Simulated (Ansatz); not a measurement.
**r2SCAN/STO-3G run of BH2Cl (SMILES BCl)**

What is the electronic atomisation energy of BH2Cl at r2SCAN/STO-3G? 

Program for the calculation: Ansatz 0.2.0.

56 further runs of the same task are left out: 2 that didn't finish, 54 set aside as unsound or not needed.

## (1) The structure to begin with

BH2Cl: 4 atoms, total charge 0, spin state singlet. SMILES: `BCl`. Geometry: relaxed at PBE0-D4/def2-TZVP.

Bond lengths: B1–Cl2 1.733 Å, B1–H3 1.190 Å, B1–H4 1.190 Å. Angles: Cl2–B1–H3 118.1°, Cl2–B1–H4 118.1°, H3–B1–H4 123.7°.

## (2) A single-point energy at r2SCAN/STO-3G

Input file input.yaml:

```yaml
crystal:
  periodic: [false, false, false]
  atoms:
    - {symbol: B, position_ang: [-0.116700, 0.021700, -0.075300]}
    - {symbol: Cl, position_ang: [1.365000, -0.395300, 0.721200]}
    - {symbol: H, position_ang: [-1.106200, -0.559500, 0.240400]}
    - {symbol: H, position_ang: [-0.086600, 0.872800, -0.906600]}
basis:
  gaussian: {orbitals: STO-3G}
magnetization: {spin_polarized: false}
hamiltonian: {xc: r2scan}
accuracy: high
```

On the command line:

```console
$ ansatz run input.yaml --threads 1 --pin off --max-ram 2610MiB --events-out events.jsonl --progress --plain --runs-dir runs
```

The program printed:

```text
Warning: RAYON_NUM_THREADS=1 ignored (pool sized by the plan → 1); use --threads N
Functional definition: r2SCAN
  name "r2SCAN"
  parameter k0 = 0.174
  parameter k1 = 0.065
  parameter a1 = 4.9479
  exchange = r2scan_x(k0 = k0, k1 = k1, a1 = a1)
  correlation = r2scan_c
263 factors; integrals over basis functions are off by at most 1.2e-8 eV
mean field evaluation 1: about -13085.6427 eV, gradient 1.3e1 eV
mean field evaluation 2: about -13085.1391 eV, gradient 1.7e1 eV
mean field evaluation 4: about -13086.2724 eV, gradient 1.0e-1 eV
mean field evaluation 8: about -13086.2333 eV, gradient 6.4e-4 eV
mean field -13086.23329181 eV, -480.9102033065 hartree, gradient 2.1e-8 eV, S^2 0.000000; 0 other end points of the search recorded, 0 dependent functions left out
reference -13086.23329211 eV, -480.9102033175 hartree; 12, 12 occupied and 4, 4 virtual orbitals, 263 factors
Total energy: -13086.23329211 eV, -480.9102033175 hartree
```

It took 1.8 s on 1 thread of Arm Neoverse V1, shared host; peak memory 0.12 GiB.

## (3) The B atom

Input file run.yaml:

```yaml
crystal:
  periodic: [false, false, false]
  atoms:
    - symbol: B
      position_ang: [0.000000, 0.000000, 0.000000]
basis:
  gaussian:
    orbitals: STO-3G
magnetization:
  spin_polarized: true
  initial_magnetization: 1
hamiltonian:
  xc: {name: r2SCAN}
accuracy: high
```

On the command line:

```console
$ ansatz run run.yaml --threads 1 --pin off --max-ram 2610MiB --events-out events.jsonl --progress --plain --runs-dir runs
```

The program printed (excerpt; [...] marks lines left out):

```text
Warning: RAYON_NUM_THREADS=1 ignored (pool sized by the plan → 1); use --threads N
[... 7 set-up lines as earlier in the session ...]
15 factors; integrals over basis functions are off by at most 8.9e-10 eV
mean field evaluation 1: about -659.9161 eV, gradient 3.2e-10 eV
mean field evaluation 2: about -659.9181 eV, gradient 7.4e-10 eV
mean field evaluation 4: about -659.9147 eV, gradient 0.0e0 eV
mean field evaluation 8: about -659.6135 eV, gradient 2.1e0 eV
mean field evaluation 16: about -659.9149 eV, gradient 5.3e-10 eV
mean field -659.91808795 eV, -24.2515424236 hartree, gradient 0.0e0 eV, S^2 0.750000; 7 other end points of the search recorded, 0 dependent functions left out
reference -659.91808847 eV, -24.2515424429 hartree; 3, 2 occupied and 2, 3 virtual orbitals, 15 factors
Total energy: -659.91808847 eV, -24.2515424429 hartree
```

It took 1.5 s on 1 thread of Arm Neoverse V1, shared host; peak memory 0.096 GiB.

## (4) The Cl atom

Input file molecule.yaml:

```yaml
crystal:
  periodic: [false, false, false]
  atoms:
    - {symbol: Cl, position_ang: [0.000000, 0.000000, 0.000000]}
basis:
  gaussian:
    orbitals: STO-3G
magnetization:
  spin_polarized: true
  initial_magnetization: 1
hamiltonian:
  xc: {name: r2SCAN}
accuracy: high
```

Run the same way, it converges to -455.11379 Eh (log not shown).

## (5) The H atom, same level

Input file input.yaml:

```yaml
crystal:
  periodic: [false, false, false]
  atoms:
    - symbol: H
      position_ang: [0.000000, 0.000000, 0.000000]
basis:
  gaussian:
    orbitals: STO-3G
magnetization:
  spin_polarized: true
  initial_magnetization: 1
hamiltonian:
  xc: {name: r2SCAN}
accuracy: high
```

On the command line:

```console
$ ansatz run input.yaml --threads 1 --pin off --max-ram 2610MiB --events-out events.jsonl --progress --plain --runs-dir runs
```

The program printed (excerpt; [...] marks lines left out):

```text
Warning: RAYON_NUM_THREADS=1 ignored (pool sized by the plan → 1); use --threads N
[... 7 set-up lines as earlier in the session ...]
1 factors; integrals over basis functions are off by at most 4.6e-10 eV
mean field evaluation 1: about -12.6930 eV, gradient 0.0e0 eV
mean field evaluation 2: about -12.6930 eV, gradient 0.0e0 eV
mean field -12.69300701 eV, -0.4664594041 hartree, gradient 0.0e0 eV, S^2 0.750000; 0 other end points of the search recorded, 0 dependent functions left out
reference -12.69300747 eV, -0.4664594207 hartree; 1, 0 occupied and 0, 1 virtual orbitals, 1 factors
Total energy: -12.69300747 eV, -0.4664594207 hartree
```

Wall time 0.34 s (1 thread of Arm Neoverse V1, shared host).

## (6) What came out

At r2SCAN/STO-3G:

```
                     quantity          value
       molecule: total energy  -480.91020 Eh
         B atom: total energy   -24.25154 Eh
                 B atom: ⟨S²⟩          0.750
        Cl atom: total energy  -455.11379 Eh
                Cl atom: ⟨S²⟩          0.750
         H atom: total energy    -0.46646 Eh
                 H atom: ⟨S²⟩          0.750
electronic atomisation energy      16.652 eV
```

**Reading.** Taking the molecule apart into free atoms costs 16.65 eV (384 kcal/mol), before zero-point energy and without spin-orbit coupling. In a minimal basis such a difference can be off by several eV, whatever the method.
